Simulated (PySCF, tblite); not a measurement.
# C3H5BF4O2: geometry, infrared bands and NMR shifts

Aim: predict the infrared bands and NMR shifts of C3H5BF4O2 (`BOCC(F)(F)OC(F)F`).

Computed with tblite 0.8.0 and PySCF 2.14.0, with density-fitted response routines of our own, on a single molecule in the gas phase. Atoms count from 0, in the outputs and in this text.

## Step 1: Starting geometry

15 atoms, charge 0, multiplicity 1; geometry from: force field or distance geometry start.

Bonds of the start (Å): B0–O1 1.49, O1–C2 1.40, C2–C3 1.54, C3–F4 1.38, C3–F5 1.38, C3–O6 1.42, O6–C7 1.41, C7–F8 1.38, C7–F9 1.39, B0–H10 1.17, B0–H11 1.18, C2–H12 1.11, C2–H13 1.11, C7–H14 1.12.

## Step 2: Optimising the geometry with GFN2-xTB

The job: settings as JSON, then the geometry in Å.

```
{"job": {"kind": "relax", "xc": "GFN2-xTB", "basis": "xTB"}, "charge": 0, "multiplicity": 1}
B      2.790500    -1.131600     0.226000
O      1.368400    -0.896100    -0.145200
C      1.041700     0.425600     0.192000
C     -0.428100     0.688400    -0.187400
F     -0.735000     1.996700     0.135700
F     -0.586400     0.477700    -1.546800
O     -1.246800    -0.196700     0.564600
C     -2.590500    -0.107600     0.160600
F     -3.394300    -0.604600     1.170000
F     -2.800200    -0.889500    -0.967600
H      3.632900    -0.933200    -0.567000
H      3.054200    -1.537700     1.303400
H      1.655400     1.155400    -0.373100
H      1.155700     0.619300     1.279900
H     -2.922000     0.942000    -0.048100
```

Run with:

```sh
> OMP_NUM_THREADS=1 python probes_run.py task.json out
```

One launch serves the whole session: the jobs run in the order shown.

**Question.** This job is followed by: GFN2-xTB harmonic vibrations, gas phase; GIAO PBE0/pcSseg-1 NMR shielding, non-relativistic, gas phase. What will the session give for the following? strongest single infrared mode (GFN2-xTB); zero-point energy (GFN2-xTB); 13C shifts against TMS (PBE0/pcSseg-1); 1H shifts against TMS (PBE0/pcSseg-1, means over atoms taken as alike); 11B shifts against BF3·OEt2 (PBE0/pcSseg-1); 17O shifts against H2O (PBE0/pcSseg-1); 19F shifts against CFCl3 (PBE0/pcSseg-1, means over atoms taken as alike); surface potential, 1st and 99th percentile.

The runs gave:

| quantity | value |
| --- | --- |
| strongest single infrared mode (GFN2-xTB) | 1065 cm⁻¹, 382 km/mol |
| zero-point energy (GFN2-xTB) | 56.2 kcal/mol |
| 13C shifts against TMS (PBE0/pcSseg-1) | 128.3, 120.1, 77.7 ppm |
| 1H shifts against TMS (PBE0/pcSseg-1, means over atoms taken as alike) | 7.04, 5.10, 4.62 ppm |
| 11B shifts against BF3·OEt2 (PBE0/pcSseg-1) | 47.9 ppm |
| 17O shifts against H2O (PBE0/pcSseg-1) | 199.5, 179.7 ppm |
| 19F shifts against CFCl3 (PBE0/pcSseg-1, means over atoms taken as alike) | -94.1, -101.0 ppm |
| surface potential, 1st and 99th percentile | -0.83 V and 1.52 V |

In words: Relaxing lowered the energy by 1.482 eV in 116 steps; the close pair that moved most is B0–O1, from 1.488 to 1.331 Å. No mode is imaginary among the 39: a minimum at this level. The strongest single mode, at 1065 cm⁻¹, moves mainly C7. GFN2-xTB is a fitted tight-binding method: band positions and strengths are rough. Its intensities can rank the bands wrongly. H14 (hydrogen on an sp3 CH bonded to 2 F and O) lies farthest downfield among hydrogen, at 7.04 ppm; its carbon carries F and O, hence the downfield position. At PBE0/pcSseg-1: The widest tensor belongs to O1: span 431 ppm, with a paramagnetic part of -257 ppm. By nearest atom (PBE0/pcSseg-1), the HOMO sits on H10, H11 about 27 % each; O1 27 % and the LUMO on B0 47 %; H10, H11 about 16 % each.
